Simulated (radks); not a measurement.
# Exchange and kinetic functionals tested on atomic densities: Kr, In²⁺, Ga³⁺, P, Nb³¹⁺, Cs⁺

Aim: take each self-consistent density and evaluate many functionals on it, against the exact exchange and kinetic energies of the same orbitals. Every spin shell is full or empty, so the densities are truly spherical.

Program: radks (a radial shooting solver on a logarithmic mesh, Libxc functionals) version 1. Level of theory: non-relativistic Kohn-Sham, LDA (Slater exchange, Perdew-Wang correlation), spin-polarised, spherical densities, point nucleus; open shells are filled with parallel spins first. These are calculated values, not measurements, unless marked.

## (1) The atom as given

```
species : Kr ([Kr]), In²⁺ ([Kr] 4d10 5s1), Ga³⁺ ([Ar] 3d10), P ([Ne] 3s2 3p3), Nb³¹⁺ ([Ne]), Cs⁺ ([Xe])
```

In the logs a row gives level, spin channel, occupation and eigenvalue; Etot, Ekin, Encl (electron-nucleus), Eh (Hartree) and Exc are energies, all in hartree; err is the last residual, it the number of iterations.

## (2) Kr, [Kr]

Input:

```text
Z 36
configuration [Kr]
relativity non-relativistic
functional lda,pw
spin polarised
nucleus point
```

Output:

```text
1s      1   1.0000        -509.98306271
2s      1   1.0000         -66.28585962
2p      1   3.0000         -60.01725275
3s      1   1.0000          -9.31500767
3p      1   3.0000          -7.08645170
3d      1   5.0000          -3.07392759
4s      1   1.0000          -0.82045432
4p      1   3.0000          -0.34625579
1s      2   1.0000        -509.98306271
2s      2   1.0000         -66.28585962
2p      2   3.0000         -60.01725275
3s      2   1.0000          -9.31500767
3p      2   3.0000          -7.08645170
3d      2   5.0000          -3.07392759
4s      2   1.0000          -0.82045432
4p      2   3.0000          -0.34625579
Etot -2750.1333060673046
Ekin 2747.8105542671215
Encl -6577.852465768876
Eh 1171.7125713338878
Exc -91.80396589943786
err 3.1295745564524453e-09
it 14
```

4p is the highest filled level (-9.422 eV). Exact exchange of these orbitals: -93.6838 hartree.

Radial moments (bohr):

```
level  occupation  energy (eV)      <r>  outermost maximum (interpolated)  90 % within  nodes
   1s           2     -13877.3  0.04250                            0.0281       0.0756      0
   2s           2      -1803.7   0.1881                             0.158        0.290      1
   2p           6      -1633.2   0.1620                             0.125        0.264      0
   3s           2      -253.47   0.5427                             0.477        0.807      2
   3p           6      -192.83   0.5462                             0.468        0.833      1
   3d          10      -83.646   0.5543                             0.409        0.908      0
   4s           2      -22.326    1.599                              1.36         2.38      3
   4p           6       -9.422    1.950                              1.55         3.02      2
```

Radial density 4πr²ρ:

```
r (bohr)  4πr²ρ (e/bohr)
 0.00139          0.7059
 0.00207           1.496
 0.00312           3.137
 0.00465           6.253
 0.00699           11.95
  0.0104           20.79
  0.0157           32.34
  0.0234           41.94
  0.0349           43.48
  0.0525           37.69
  0.0783           39.61
   0.118           51.83
   0.176           45.91
   0.264           30.25
   0.394           36.21
   0.588           28.35
   0.885           9.698
    1.32           5.818
    1.98           3.888
    2.96           1.093
    4.45          0.1069
```

## (3) In²⁺, [Kr] 4d10 5s1

Input:

```text
Z 49
configuration [Kr] 4d10 5s1
relativity non-relativistic
functional lda,pw
spin polarised
nucleus point
```

Output:

```text
1s      1   1.0000        -984.30937042
2s      1   1.0000        -144.73408554
2p      1   3.0000        -135.28513491
3s      1   1.0000         -27.87688441
3p      1   3.0000         -24.00207853
3d      1   5.0000         -16.79570844
4s      1   1.0000          -4.71935416
4p      1   3.0000          -3.45271581
4d      1   5.0000          -1.38459299
5s      1   1.0000          -0.86367119
1s      2   1.0000        -984.30795079
2s      2   1.0000        -144.73355044
2p      2   3.0000        -135.28451141
3s      2   1.0000         -27.87574520
3p      2   3.0000         -24.00095353
3d      2   5.0000         -16.79475705
4s      2   1.0000          -4.71695006
4p      2   3.0000          -3.44953194
4d      2   5.0000          -1.37625881
5s      2   0.0000          -0.82704849
Etot -5736.399903692528
Ekin 5733.096617600528
Encl -13622.243805753693
Eh 2303.09617967459
Exc -150.34889521395365
err 2.163753477652853e-09
it 15
```

Highest occupied level: 5s up at -23.502 eV. Exact exchange of these orbitals: -153.276 hartree.

## (4) Ga³⁺, [Ar] 3d10

Input:

```text
Z 31
configuration [Ar] 3d10
relativity non-relativistic
functional lda,pw
spin polarised
nucleus point
```

Output:

```text
1s      1   1.0000        -371.41910976
2s      1   1.0000         -46.42359949
2p      1   3.0000         -41.31856268
3s      1   1.0000          -6.47271808
3p      1   3.0000          -4.81520024
3d      1   5.0000          -1.95560977
1s      2   1.0000        -371.41910976
2s      2   1.0000         -46.42359949
2p      2   3.0000         -41.31856268
3s      2   1.0000          -6.47271808
3p      2   3.0000          -4.81520024
3d      2   5.0000          -1.95560977
Etot -1919.698481980255
Ekin 1917.824661265595
Encl -4564.185651071795
Eh 797.7952638270408
Exc -71.13275600109542
err 8.972917397876613e-10
it 16
```

The top filled level is 3d, -53.215 eV. Exact exchange of these orbitals: -72.7046 hartree.

## (5) P, [Ne] 3s2 3p3

Input:

```text
Z 15
configuration [Ne] 3s2 3p3
relativity non-relativistic
functional lda,pw
spin polarised
nucleus point
```

Output:

```text
1s      1   1.0000         -76.04931414
2s      1   1.0000          -6.31953774
2p      1   3.0000          -4.56837441
3s      1   1.0000          -0.53998467
3p      1   3.0000          -0.23109567
1s      2   1.0000         -76.03670667
2s      2   1.0000          -6.30498398
2p      2   3.0000          -4.55021562
3s      2   1.0000          -0.45044463
3p      2   0.0000          -0.15169519
Etot -340.00005226745475
Ekin 339.2443721359199
Encl -810.6722294277158
Eh 153.28329245827473
Exc -21.85548743393354
err 1.302430075846866e-09
it 13
```

3p up is the highest filled level (-6.288 eV). Exact exchange of these orbitals: -22.5568 hartree.

## (6) Nb³¹⁺, [Ne]

Input:

```text
Z 41
configuration [Ne]
relativity non-relativistic
functional lda,pw
spin polarised
nucleus point
```

Output:

```text
1s      1   1.0000        -735.92113744
2s      1   1.0000        -150.97290220
2p      1   3.0000        -144.35113282
1s      2   1.0000        -735.92113744
2s      2   1.0000        -150.97290220
2p      2   3.0000        -144.35113282
Etot -3013.828371624946
Ekin 3012.879202093284
Encl -6358.837019828496
Eh 394.36093538829437
Exc -62.23148927802929
err 3.842635446456068e-10
it 13
```

The top filled level is 2p, -3928.0 eV. Exact exchange of these orbitals: -66.4144 hartree.

## (7) Cs⁺, [Xe]

Input:

```text
Z 55
configuration [Xe]
relativity non-relativistic
functional lda,pw
spin polarised
nucleus point
```

Output:

```text
1s      1   1.0000       -1256.92832573
2s      1   1.0000        -192.17123677
2p      1   3.0000        -181.18470371
3s      1   1.0000         -40.04082682
3p      1   3.0000         -35.35566911
3d      1   5.0000         -26.60766258
4s      1   1.0000          -7.64490897
4p      1   3.0000          -5.95824299
4d      1   5.0000          -3.03722945
5s      1   1.0000          -1.10347932
5p      1   3.0000          -0.69077923
1s      2   1.0000       -1256.92832573
2s      2   1.0000        -192.17123677
2p      2   3.0000        -181.18470371
3s      2   1.0000         -40.04082682
3p      2   3.0000         -35.35566911
3d      2   5.0000         -26.60766258
4s      2   1.0000          -7.64490897
4p      2   3.0000          -5.95824299
4d      2   5.0000          -3.03722945
5s      2   1.0000          -1.10347932
5p      2   3.0000          -0.69077923
Etot -7550.394465337675
Ekin 7546.6012305707045
Encl -17894.42629655423
Eh 2977.9355113541264
Exc -180.5049107082758
err 6.6137749804000505e-09
it 13
```

Highest occupied level: 5p at -18.797 eV. Exact exchange of these orbitals: -183.871 hartree.

## (8) What came out

```
 error in magnitude (%)      Kr    In²⁺    Ga³⁺       P   Nb³¹⁺     Cs⁺
          exchange, LDA   -5.50   -4.89   -5.77   -8.04   -8.16   -4.68
          exchange, PBE   -0.39   -0.42   -0.27   -0.50   -1.02   -0.43
         exchange, RPBE   -0.14   -0.22   +0.04   +0.08   -0.42   -0.26
         exchange, PW91   +0.05   -0.00   +0.16   -0.08   -0.60   -0.01
        exchange, SOGGA   -2.51   -2.29   -2.54   -3.54   -3.86   -2.21
         exchange, B86b   +0.09   +0.00   +0.23   +0.13   -0.40   -0.02
      exchange, revTPSS   -0.79   -0.91   -0.61   -0.40   -0.89   -0.94
         exchange, SCAN   +0.27   +0.18   +0.33   +0.30   +0.25   +0.14
         exchange, TASK   -2.40   -2.23   -2.43   -2.97   -2.15   -2.19
  kinetic, Thomas-Fermi   -5.88   -5.32   -6.27   -7.39   -6.13   -5.17
     kinetic, TF + vW/9   -0.73   -0.68   -0.85   -0.52   +0.14   -0.70
          kinetic, LC94   +0.03   +0.07   -0.09   +0.16   +0.78   +0.04
         kinetic, APBEK   +0.10   +0.12   -0.01   +0.29   +0.84   +0.09
      kinetic, revAPBEK   +0.32   +0.30   +0.23   +0.66   +1.16   +0.26
       kinetic, Thakkar   -0.49   -0.56   -0.55   -0.03   +0.43   -0.63
       kinetic, Pearson   -1.07   -0.92   -1.27   -1.61   -0.80   -0.92
           kinetic, PG1  +17.15  +15.18  +18.26  +25.34  +23.75  +14.46
kinetic, DePristo-Kress   -0.09   -0.09   -0.19   +0.05   +0.81   -0.13
```

Negative means that the magnitude is too small. For exchange the mean absolute error is least for B86b (0.15 %) and largest for LDA (6.17 %). Among the orbital-free kinetic functionals LC94 (0.19 %) does best and PG1 (19.02 %) worst. The functionals are evaluated on one density each, not self-consistently.
